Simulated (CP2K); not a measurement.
Runs of CP2K 2026.2 on SiF. It takes space group Pm-3m (No. 221, cubic). The conventional cell has a = 3.029 Å, b = 3.029 Å, c = 3.029 Å, α = 90.00°, β = 90.00°, γ = 90.00°. Si (site symmetry m-3m) has 8 F at 2.62 Å as nearest neighbours. F (site symmetry m-3m) is surrounded by 8 Si at 2.62 Å. The cell was built by a generator and needn't be a form met in nature.

| level | potentials or basis | smearing | NGRIDS | points a segment of the path (NPOINTS) | CUTOFF of the grids | gap on the mesh (eV) | pressure (GPa) |
| --- | --- | --- | --- | --- | --- | --- | --- |
| LDA | GTH_POTENTIALS Si GTH-PADE-q4, F GTH-PADE-q7; TZVP-MOLOPT-PBE-GTH basis | fermi-dirac 0.05 eV | 5 | 8 | 750 Ry | none | (a) |
| r2SCAN | POTENTIAL_UZH Si GTH-SCAN-q4, F GTH-SCAN-q7; TZVP-MOLOPT-SCAN-GTH basis | fermi-dirac 0.05 eV | 5 | 6 | 1100 Ry | none | 0.2 |
| PBE | POTENTIAL_UZH Si GTH-PBE-q4, F GTH-PBE-q7; TZVP-MOLOPT-PBE-GTH basis | fermi-dirac 0.01 eV | 5 | 10 | 750 Ry | none | 0.2 |
| PBEsol | POTENTIAL_UZH Si GTH-PBE-q4, F GTH-PBE-q7; TZVP-MOLOPT-PBE-GTH basis | fermi-dirac 0.05 eV | 4 | 10 | 750 Ry | none | -3.0 |

Alike in all rows: task band structure; no spin polarisation; cell as given; k mesh 9 × 9 × 9.

Q: Estimate the missing entries.

A: (a) -5.7.

Caveats: the basis of atomic orbitals isn't converged, which shifts pressures, moduli and gaps; an odd number of electrons without spin polarisation forces a metal; a magnetic or distorted state may lie lower; the potentials were made for another functional, which shifts forces and pressure (some runs).

A gap of «none» marks a metal or a gap under the smearing width.
